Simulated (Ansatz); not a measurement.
# Alloy of AlN and SiC (6 of 48 Al sites, 6 of 48 N sites exchanged), 96 atoms

How does this alloy cell relax, and what gap do PBEsol and HSE06 give?

All numbers are computed with Ansatz 0.2.0 (PAW, plane waves).

### Step 1. The starting cell

96 atoms (42 Al, 6 Si, 42 N, 6 C); a = 9.328 Å, b = 10.771 Å, c = 9.982 Å, α = 90.00°, β = 90.00°, γ = 90.00°. All atoms were shaken off their sites by about 0.02 Å along each axis.

Steps to follow: (2) PBEsol cell relaxation at the single k point (¼, ¼, ¼), on 1 × NVIDIA H100 80GB HBM3 with 2 threads of AMD EPYC 7R13; (3) HSE06 single point at the single k point (¼, ¼, ¼), on 1 × NVIDIA H100 80GB HBM3 with 2 threads of AMD EPYC 7R13.

### Step 2. PBEsol relaxation of the cell and the positions

File in.yaml:

```yaml
crystal:
  lattice:
    - [9.327840, 0.000000, 0.000000]
    - [0.000000, 10.770862, 0.000000]
    - [0.000000, 0.000000, 9.982427]
  atoms:
    - { symbol: Al, position: [0.165925, 0.086284, 0.246028] }
    - { symbol: Al, position: [0.998351, 0.333887, 0.244330] }
    - { symbol: Al, position: [0.998804, 0.331859, 0.750027] }
    - { symbol: Al, position: [0.497861, 0.083782, 0.248868] }
    - { symbol: Al, position: [0.498028, 0.084556, 0.747168] }
    - { symbol: Al, position: [0.331818, 0.332806, 0.250072] }
    - { symbol: Al, position: [0.335746, 0.333072, 0.747697] }
    - { symbol: Al, position: [0.171420, 0.583863, 0.250030] }
    - { symbol: Al, position: [0.168559, 0.583791, 0.750871] }
    - { symbol: Al, position: [0.997986, 0.831556, 0.246891] }
    - { symbol: Al, position: [0.000289, 0.833183, 0.748896] }
    - { symbol: Al, position: [0.832195, 0.085322, 0.246782] }
    - { symbol: Al, position: [0.833906, 0.085043, 0.748778] }
    - { symbol: Al, position: [0.664373, 0.334149, 0.246259] }
    - { symbol: Al, position: [0.665033, 0.328588, 0.747755] }
    - { symbol: Al, position: [0.499294, 0.583956, 0.249369] }
    - { symbol: Al, position: [0.503841, 0.582182, 0.748409] }
    - { symbol: Al, position: [0.338343, 0.830551, 0.752558] }
    - { symbol: Al, position: [0.833727, 0.585148, 0.248838] }
    - { symbol: Al, position: [0.833925, 0.582625, 0.745958] }
    - { symbol: Al, position: [0.664351, 0.831869, 0.244597] }
    - { symbol: Al, position: [0.665920, 0.831242, 0.747836] }
    - { symbol: Al, position: [0.998341, 0.169061, 0.500333] }
    - { symbol: Al, position: [0.001557, 0.168903, 0.999809] }
    - { symbol: Al, position: [0.330505, 0.165799, 0.498905] }
    - { symbol: Al, position: [0.330529, 0.164841, 0.001982] }
    - { symbol: Al, position: [0.162833, 0.414888, 0.499528] }
    - { symbol: Al, position: [0.168371, 0.413457, 0.001323] }
    - { symbol: Al, position: [0.001228, 0.668728, 0.496909] }
    - { symbol: Al, position: [0.664521, 0.164703, 0.495442] }
    - { symbol: Al, position: [0.668659, 0.167522, 0.999720] }
    - { symbol: Al, position: [0.502302, 0.418314, 0.500993] }
    - { symbol: Al, position: [0.500447, 0.413991, 0.998552] }
    - { symbol: Al, position: [0.336111, 0.668288, 0.495303] }
    - { symbol: Al, position: [0.166608, 0.918367, 0.001672] }
    - { symbol: Al, position: [0.832494, 0.415778, 0.496191] }
    - { symbol: Al, position: [0.837114, 0.415037, 0.997860] }
    - { symbol: Al, position: [0.666143, 0.669101, 0.501983] }
    - { symbol: Al, position: [0.666550, 0.665954, 0.999550] }
    - { symbol: Al, position: [0.499814, 0.917803, 0.502681] }
    - { symbol: Al, position: [0.502585, 0.918033, 0.998315] }
    - { symbol: Al, position: [0.837514, 0.915323, 0.999081] }
    - { symbol: Si, position: [0.166854, 0.084056, 0.746585] }
    - { symbol: Si, position: [0.334692, 0.835819, 0.249694] }
    - { symbol: Si, position: [0.001575, 0.666394, 0.997258] }
    - { symbol: Si, position: [0.334118, 0.666375, 0.999576] }
    - { symbol: Si, position: [0.166865, 0.914685, 0.498898] }
    - { symbol: Si, position: [0.833258, 0.914506, 0.500621] }
    - { symbol: N, position: [0.998283, 0.167793, 0.191060] }
    - { symbol: N, position: [0.997813, 0.166714, 0.693637] }
    - { symbol: N, position: [0.335147, 0.166476, 0.189486] }
    - { symbol: N, position: [0.334503, 0.162246, 0.689443] }
    - { symbol: N, position: [0.168525, 0.418175, 0.189314] }
    - { symbol: N, position: [0.170386, 0.417210, 0.691819] }
    - { symbol: N, position: [0.000949, 0.666615, 0.688959] }
    - { symbol: N, position: [0.669922, 0.167218, 0.189106] }
    - { symbol: N, position: [0.666353, 0.166335, 0.689711] }
    - { symbol: N, position: [0.502749, 0.418034, 0.187164] }
    - { symbol: N, position: [0.501096, 0.417013, 0.689044] }
    - { symbol: N, position: [0.334593, 0.665719, 0.186095] }
    - { symbol: N, position: [0.331848, 0.663852, 0.690177] }
    - { symbol: N, position: [0.166294, 0.917282, 0.190588] }
    - { symbol: N, position: [0.166594, 0.912973, 0.685993] }
    - { symbol: N, position: [0.834739, 0.413664, 0.187979] }
    - { symbol: N, position: [0.835033, 0.414691, 0.692197] }
    - { symbol: N, position: [0.667366, 0.670254, 0.191070] }
    - { symbol: N, position: [0.667726, 0.668779, 0.689893] }
    - { symbol: N, position: [0.499087, 0.916200, 0.189569] }
    - { symbol: N, position: [0.501941, 0.919778, 0.688409] }
    - { symbol: N, position: [0.833570, 0.915131, 0.188348] }
    - { symbol: N, position: [0.833706, 0.917306, 0.689686] }
    - { symbol: N, position: [0.168474, 0.083705, 0.440544] }
    - { symbol: N, position: [0.168527, 0.080547, 0.944423] }
    - { symbol: N, position: [0.000271, 0.336632, 0.941937] }
    - { symbol: N, position: [0.333233, 0.333505, 0.442877] }
    - { symbol: N, position: [0.333662, 0.332195, 0.939852] }
    - { symbol: N, position: [0.167329, 0.584786, 0.436986] }
    - { symbol: N, position: [0.165780, 0.584104, 0.941909] }
    - { symbol: N, position: [0.000324, 0.831725, 0.440775] }
    - { symbol: N, position: [0.833105, 0.083930, 0.437407] }
    - { symbol: N, position: [0.829635, 0.082775, 0.940561] }
    - { symbol: N, position: [0.668560, 0.333349, 0.438640] }
    - { symbol: N, position: [0.667767, 0.333523, 0.937713] }
    - { symbol: N, position: [0.499254, 0.583180, 0.442605] }
    - { symbol: N, position: [0.505449, 0.582509, 0.937159] }
    - { symbol: N, position: [0.334848, 0.834214, 0.438384] }
    - { symbol: N, position: [0.326897, 0.832673, 0.939604] }
    - { symbol: N, position: [0.831664, 0.584181, 0.440872] }
    - { symbol: N, position: [0.833024, 0.583421, 0.938257] }
    - { symbol: N, position: [0.667357, 0.830567, 0.444424] }
    - { symbol: C, position: [0.999486, 0.666424, 0.185071] }
    - { symbol: C, position: [0.995560, 0.331724, 0.438943] }
    - { symbol: C, position: [0.504168, 0.082871, 0.442997] }
    - { symbol: C, position: [0.499442, 0.086287, 0.940237] }
    - { symbol: C, position: [0.995503, 0.833325, 0.938878] }
    - { symbol: C, position: [0.667206, 0.836507, 0.939904] }
  symmetry: { detect: false }
kpoints:
  mp_grid: { grid: [1, 1, 1], shift: [0.25, 0.25, 0.25] }
hamiltonian:
  xc: pbesol
scf:
  occupations: { method: fermi_dirac, width: 0.01 }
relax:
  f_tol: 0.03
  max_steps: 80
  escape_saddle: false
  adjacent_minimum: "off"
  cell: { fix: [alpha, beta, gamma] }
output:
  forces: true
  eigenvalues: true
  populations: true
  write_density: true
  write_potential: true
  elf: true
  volumetric_format: npy
```

The run is started by

```bash
$ ansatz run in.yaml --threads 2 --pin off --max-ram 20900MiB --runs-dir r --events-out ev --progress --plain --backend cuda --devices 0, --max-vram 18GiB
```

Log:

```text
Pseudopotentials: kind: paw
Functional definition: PBEsol
  exchange = pbesol_x
  correlation = pbesol_c
Crystal: 96 atoms, lattice volume = 1002.923 Å³
Basis set: ecut = 420 eV, 19601 PW (Γ), exchange–correlation on 128×144×144 points (8 copies of the dense FFT grid, shifted against one another)
Bands: 288, of which v1, the nominal top of the filled ones, is band 192 counted from 1 (191 counted from 0)
Symmetry: 1 space group operations
k-points: 1
Non-local potential: Al, projectors of the file, l = 0: 2, l = 1: 2, l = 2: 1
Non-local potential: Si, projectors of the file, l = 0: 2, l = 1: 2, l = 2: 2
Non-local potential: N, projectors of the file, l = 0: 2, l = 1: 2, l = 2: 1
Non-local potential: C, projectors of the file, l = 0: 2, l = 1: 2, l = 2: 1
PAW form: soft (Blöchl's): semilocal exchange-correlation on the pseudo side does not see the compensation charge
PAW frozen core: Al, regenerated for the run's functional, and the local potential with it (the file was generated under x = pbe(κ = 0.804, μ = 0.2195149727645171), c = pbe(β = 0.06672455060314922))
PAW frozen core: Si, regenerated for the run's functional, and the local potential with it (the file was generated under x = pbe(κ = 0.804, μ = 0.2195149727645171), c = pbe(β = 0.06672455060314922))
PAW frozen core: N, regenerated for the run's functional, and the local potential with it (the file was generated under x = pbe(κ = 0.804, μ = 0.2195149727645171), c = pbe(β = 0.06672455060314922))
PAW frozen core: C, regenerated for the run's functional, and the local potential with it (the file was generated under x = pbe(κ = 0.804, μ = 0.2195149727645171), c = pbe(β = 0.06672455060314922))
PAW one-centre angular grid: Al, 110 points (default); XC on 64 Gauss nodes
PAW one-centre angular grid: Si, 110 points (default); XC on 64 Gauss nodes
PAW one-centre angular grid: N, 110 points (default); XC on 64 Gauss nodes
PAW one-centre angular grid: C, 110 points (default); XC on 64 Gauss nodes
Initial density: superposition of atomic densities (neutral atoms: chi_scale 0, normalization atom), corrected by the library's trained network
Initial wavefunctions: pseudopotential atomic-orbital guess
Functional: x = pbesol(κ = 0.804, μ = 0.12345679012345678), c = pbesol(β = 0.046)
SCF iter   1: F=—  HF=-43247.147571 eV  |F-HF|=—  |Δ(HF+E_count)|=         —  Δρ=1.04e-2  dr2=1.61e0  ethr=1.77e-3  ⟨swp⟩=6.0  Hψ=1325  notcnv=0  defer=39
preconditioner: auto → Resta (q_TF=auto, 2.325 Å⁻¹)  ε∞=4.3  [insulator: Δε(μ)=2.173 eV  Ē_g=12.626 eV  σ=0.010 eV  W_gap=1.00  n_scr=218 (ndim 8)  ℏωp=23.0 eV  f_vac=0.000  D(μ)=0.00/eV (n_scr^D=0)  ε∞_Penn≈4.3]
SCF iter   2: F=—  HF=-43246.767988 eV  |F-HF|=—  |Δ(HF+E_count)|=   3.80e-1  Δρ=3.75e-3  dr2=3.51e-1  ethr=4.20e-4  ⟨swp⟩=3.0  Hψ=464  notcnv=0  defer=91
SCF iter   3: F=—  HF=-43246.675530 eV  |F-HF|=—  |Δ(HF+E_count)|=   9.25e-2  Δρ=9.74e-4  dr2=3.14e-2  ethr=9.14e-5  ⟨swp⟩=2.0  Hψ=341  notcnv=0  defer=91
SCF iter   4: F=—  HF=-43246.666869 eV  |F-HF|=—  |Δ(HF+E_count)|=   8.66e-3  Δρ=2.28e-4  dr2=7.87e-4  ethr=8.18e-6  ⟨swp⟩=4.0  Hψ=489  notcnv=0  defer=91
SCF iter   5: F=—  HF=-43246.666207 eV  |F-HF|=—  |Δ(HF+E_count)|=   6.62e-4  Δρ=7.42e-5  dr2=6.45e-5  ethr=2.05e-7  ⟨swp⟩=2.0  Hψ=387  notcnv=0  defer=91
SCF iter   6: F=—  HF=-43246.665985 eV  |F-HF|=—  |Δ(HF+E_count)|=   2.23e-4  Δρ=1.52e-5  dr2=3.28e-6  ethr=1.68e-8  ⟨swp⟩=2.0  Hψ=389  notcnv=0  defer=91
SCF iter   7: F=—  HF=-43246.665984 eV  |F-HF|=—  |Δ(HF+E_count)|=   4.95e-7  Δρ=4.36e-6  dr2=2.73e-7  ethr=8.55e-10  ⟨swp⟩=2.0  Hψ=351  notcnv=0  defer=91
SCF iter   8: F=-43246.665984 eV  HF=-43246.665984 eV  |F-HF|=1.34e-8  |Δ(HF+E_count)|=   6.66e-8  Δρ=1.25e-6  dr2=1.99e-8  ethr=2.60e-11  ⟨swp⟩=22.0  Hψ=2710  notcnv=0
SCF 1 converged in 8 iterations: F = -43246.665984 eV  dr2 = 1.99e-8
relax step   1: F+E_penalty+E_count = -43246.66598404 eV  Δ(F+E_penalty+E_count) = +0.000e0 eV  max|allowed force component| = 3.968e0 eV/Å  Δτ_max = 0.0000 Å  P = +1.342 GPa  Ω = 1002.923 Å³  fix = [alpha, beta, gamma]  reactions: alpha -0.219, beta -0.065, gamma +0.710 GPa/rad  (8 SCF iters, dr2 threshold 1.00e-7 eV, accepted)
[... 13 lines left out ...]
relax step   2: F+E_penalty+E_count = -43251.26551984 eV  Δ(F+E_penalty+E_count) = -4.600e0 eV  max|allowed force component| = 2.325e0 eV/Å  Δτ_max = 0.1158 Å  P = +0.124 GPa  Ω = 1005.192 Å³  energy of the carried Pulay correction = -6.941e-3 eV  fix = [alpha, beta, gamma]  reactions: alpha +0.012, beta -0.029, gamma +0.460 GPa/rad  (6 SCF iters, dr2 threshold 9.60e-6 eV, accepted)
[... 5 lines left out ...]
relax step   3: F+E_penalty+E_count = -43253.22598872 eV  Δ(F+E_penalty+E_count) = -1.960e0 eV  max|allowed force component| = 2.761e-1 eV/Å  Δτ_max = 0.1461 Å  P = -0.012 GPa  Ω = 1007.692 Å³  energy of the carried Pulay correction = -1.457e-2 eV  fix = [alpha, beta, gamma]  reactions: alpha +0.365, beta -0.127, gamma -0.076 GPa/rad  (7 SCF iters, dr2 threshold 9.60e-6 eV, accepted)
[... 5 lines left out ...]
relax step   4: F+E_penalty+E_count = -43253.26536744 eV  Δ(F+E_penalty+E_count) = -3.938e-2 eV  max|allowed force component| = 7.111e-2 eV/Å  Δτ_max = 0.0253 Å  P = +0.049 GPa  Ω = 1007.152 Å³  energy of the carried Pulay correction = -1.292e-2 eV  fix = [alpha, beta, gamma]  reactions: alpha +0.345, beta -0.104, gamma -0.014 GPa/rad  (6 SCF iters, dr2 threshold 4.77e-6 eV, accepted)
[... 11 lines left out ...]
relax step   5: F+E_penalty+E_count = -43253.26831452 eV  Δ(F+E_penalty+E_count) = -2.947e-3 eV  max|allowed force component| = 1.450e-2 eV/Å  Δτ_max = 0.0052 Å  P = +0.001 GPa  Ω = 1007.425 Å³  energy of the carried Pulay correction = -1.375e-2 eV  fix = [alpha, beta, gamma]  reactions: alpha +0.346, beta -0.114, gamma -0.018 GPa/rad  (6 SCF iters, dr2 threshold 3.16e-7 eV, accepted)
[... 10 lines left out ...]
relax step   6: F+E_penalty+E_count = -43253.28240504 eV  Δ(F+E_penalty+E_count) = -1.409e-2 eV  max|allowed force component| = 1.450e-2 eV/Å  Δτ_max = 0.0000 Å  P = +0.016 GPa  Ω = 1007.425 Å³  fix = [alpha, beta, gamma]  reactions: alpha +0.339, beta -0.108, gamma -0.022 GPa/rad  stress off target by 2.85e-2 GPa on what of the cell is left free  SCF on the basis re-selected at this cell (its ene [...]
SCF converged after 5 iterations
Free energy (F): -43253.282405 eV
Harris-Foulkes:  -43253.282405 eV  (|F-HF|=2.91e-11)
Internal energy: -43253.282405 eV  (E = F + TS)
E sigma→0 (E₀):  -43253.282405 eV
Fermi energy:    10.032198 eV
--- Per-component energies (eV) ---
  E_band       = 729.981279
  E_kinetic    = 7475.875541
  E_local      = -10263.998065  (includes V_loc(G=0)·N_el)
  E_nonlocal   = 2646.543776
  E_hartree    = 3534.779621
  E_xc         = -4853.454506
  E_vxc        = -5164.385745  (∫ρ·V_xc dr)
  E_paw        = -27830.237776  (= ΣΔE_a)
  E_vpaw       = -1033.617324  (= ΣTr[D̂ρ^β])
  E_aug_tail   = 0.004055  (compensation charges beyond the density's cutoff)
  E_ewald      = -13965.095009
  E_core_change = 2.299957  (= ΣΔE_core)
  E_smearing   = -0.000000  (= −TS)
  E_closure    = 0.000000  (closes the sum)
  Σ components = -43253.282405   (vs F -43253.282405, Δ=0.00e0)
--- Forces (eV/Å), atoms counted from 1 ---
  atom   1  Al    -0.00232156    -0.00677913     0.00265981
  atom   2  Al     0.00545159    -0.00675550     0.00236363
[... 13 atoms left out ...]
  atom  16  Al    -0.00193094     0.01382380     0.00689104
[... 3 atoms left out ...]
  atom  20  Al    -0.00031234     0.01319322    -0.00595575
[... 3 atoms left out ...]
  atom  24  Al     0.00521591    -0.01227817     0.00433091
[... 1 atom left out ...]
  atom  26  Al    -0.00944145    -0.00939048     0.00627744
[... 6 atoms left out ...]
  atom  33  Al    -0.00477336     0.01284269     0.00376198
[... 11 atoms left out ...]
  atom  45  Si    -0.00026802     0.01450122    -0.00116254
  atom  46  Si     0.00951957     0.00609032     0.00706662
[... 21 atoms left out ...]
  atom  68  N      0.00625990     0.00125862    -0.01395052
[... 28 atoms left out ...]
  max |Σ_I F_I| component: 1.22e-4 eV/Å
--- Stress (GPa, compression-positive) ---
        0.017299       0.021739       0.107986
        0.021740       0.028544      -0.338949
        0.107985      -0.338943       0.000965
  P = ⅓ Tr σ = 0.0156 GPa (0.156 kbar)
--- Band table (eV) ---
  k-point 0: bands = [... 180 lower levels ..., "7.3763", "7.4712", "7.5243", "7.5738", "7.6165", "7.6795", "7.7317", "7.7742", "7.7928", "7.8737", "8.0082", "8.3925", "11.6718", "11.9067", "11.9770", "12.0554", "12.1173", "12.2468", "12.2940", "12.4096", "12.4648", "12.5295", "12.5731", "12.6448", ... 84 higher levels ...]
--- Relaxed structure (5 steps of the walk, 5 accepted, 1 SCFs on fresh bases) ---
  F+E_penalty+E_count = -43253.28240504 eV   max|allowed force component| = 1.450e-2 eV/Å   (the final SCF, on the basis selected at the relaxed cell)
  cell:  # Å, volume = 1007.4246 Å³
    - [9.35190265789461, 5.0041431574262065e-144, -1.6132177423634319e-143]
    - [5.778286867793823e-144, 10.793449205983517, -1.797989817974813e-142]
    - [-1.726426305366276e-143, -1.6663756442777616e-142, 9.980500776373088]
  atoms:
    - { symbol: Al, position: [0.16847685593647044, 0.08562401102061297, 0.2490219459915075] }
    - { symbol: Al, position: [1.0009331839970368, 0.33227717714645505, 0.2508159755211488] }
[... 94 atoms left out; the next input holds them all, rounded ...]
--- Löwdin populations: 96 sites ---
  site symbol       q [e]
     0     Al      1.9273
     1     Al      1.9823
[... 94 atoms left out ...]
  spilling = 0.008798 (of n_electrons = 384.000000)
```

Wall time 19 s (1 × NVIDIA H100 80GB HBM3 with 2 threads of AMD EPYC 7R13, shared host); peak host memory 1.5 GiB.

The walk (solves on a freshly chosen basis count as rows, and their energies jump a little):

```tsv
accepted step	energy change (eV)	largest force component (eV/Å)	SCF cycles	pressure (GPa)
1	0.000	3.968	8	1.34
2	-4.600	2.325	6	0.12
3	-6.560	0.276	7	-0.01
4	-6.599	0.071	6	0.05
5	-6.602	0.015	6	0.00
6	-6.616	0.015	5	0.02
```

Largest shifts, less the median shift:

```tsv
atom	shift (Å)	dx	dy	dz
N85	0.204	-0.184	0.031	0.082
N73	0.188	-0.018	-0.003	-0.187
N86	0.171	-0.152	-0.008	-0.078
N63	0.163	0.042	0.134	-0.083
N71	0.162	-0.004	-0.011	-0.161
N68	0.158	-0.095	-0.096	0.083
N50	0.152	0.111	-0.104	0.009
N52	0.148	-0.146	0.023	0.008
```

|  | before | after | change |
| --- | --- | --- | --- |
| a (Å) | 9.328 | 9.352 | +0.26 % |
| b (Å) | 10.771 | 10.793 | +0.21 % |
| c (Å) | 9.982 | 9.981 | -0.02 % |
| volume (Å³/atom) | 10.447 | 10.494 | +0.45 % |

Bonds in the relaxed cell, counted within a distance cut:

```tsv
pair	count	mean (Å)	spread (Å)	least	most
Al–C	22	1.904	0.022	1.867	1.962
Al–N	146	1.914	0.043	1.844	2.083
C–Si	2	1.816	0.003	1.813	1.819
N–Si	22	1.797	0.046	1.730	1.915
```

Spacing of the frontier levels at the single k point (¼, ¼, ¼): 3.28 eV (8.393 to 11.672 eV).

Density in a lattice plane of the grid's cell (edges 10.79 and 9.98 Å, at 0.000 of the third edge), which holds Al and Si and N and C.

Ten even steps from '0' (0.04 e/Å³) to '9' (3.63 e/Å³):
```
000000279610000001244310
000000136300000000124200
000000001000000000011100
000111000000000010000000
001794100000001485100000
001694100000001696100000
000121000000000232000000
000000000000000000000000
000000123200000000025310
000000244310000000159820
000000123200000000025310
000000011000000000001000
000010000000000011000000
001584100000001343100000
001695100000001343100000
000231000000000232000000
000000000000000111000000
000000123200000000122100
```
Columns run along the first of these edges and rows up along the second, over one cell in 24 and 18 even steps from the bottom left corner. Atoms in the plane (fractional): Al at (0.33, 0.25), Al at (0.33, 0.74), Al at (0.84, 0.24), Al at (0.83, 0.75), Al at (0.16, 0.50), Al at (0.17, 1.00), Al at (0.66, 0.49), Si at (0.67, 0.00), N at (0.16, 0.19), N at (0.16, 0.70), N at (0.67, 0.68), N at (0.33, 0.94), N at (0.84, 0.45), C at (0.67, 0.19), C at (0.33, 0.44), C at (0.83, 0.94).

ELF in the same plane.

Ten even steps from '0' (0.00) to '9' (0.90):
```
011003970782012217950773
001102798861001125887862
000111379730000001489951
015787400011014676300010
038749910011027859910011
027759820110027717940110
015997311100015999510000
001221466541001343234320
011001987884011000898872
011006950783011002991472
001115888872001111599971
000111489841001122258730
015776300010036778700011
038859910011048838920011
027728830110037617960110
016998510000016999621110
002342233320013664445541
011000898872012153987983
```
Columns run along the first of these edges and rows up along the second, over one cell in 24 and 18 even steps from the bottom left corner. Atoms in the plane (fractional): Al at (0.33, 0.25), Al at (0.33, 0.74), Al at (0.84, 0.24), Al at (0.83, 0.75), Al at (0.16, 0.50), Al at (0.17, 1.00), Al at (0.66, 0.49), Si at (0.67, 0.00), N at (0.16, 0.19), N at (0.16, 0.70), N at (0.67, 0.68), N at (0.33, 0.94), N at (0.84, 0.45), C at (0.67, 0.19), C at (0.33, 0.44), C at (0.83, 0.94).

Both are smooth fields of the valence electrons: close to the nuclei they are not physical.

The highest ELF values outside the cores: 0.91 on the Si–C line, 0.9 Å from Si; 0.91 on the C–Al line, 0.9 Å from C.

[end of part 1 of 2]
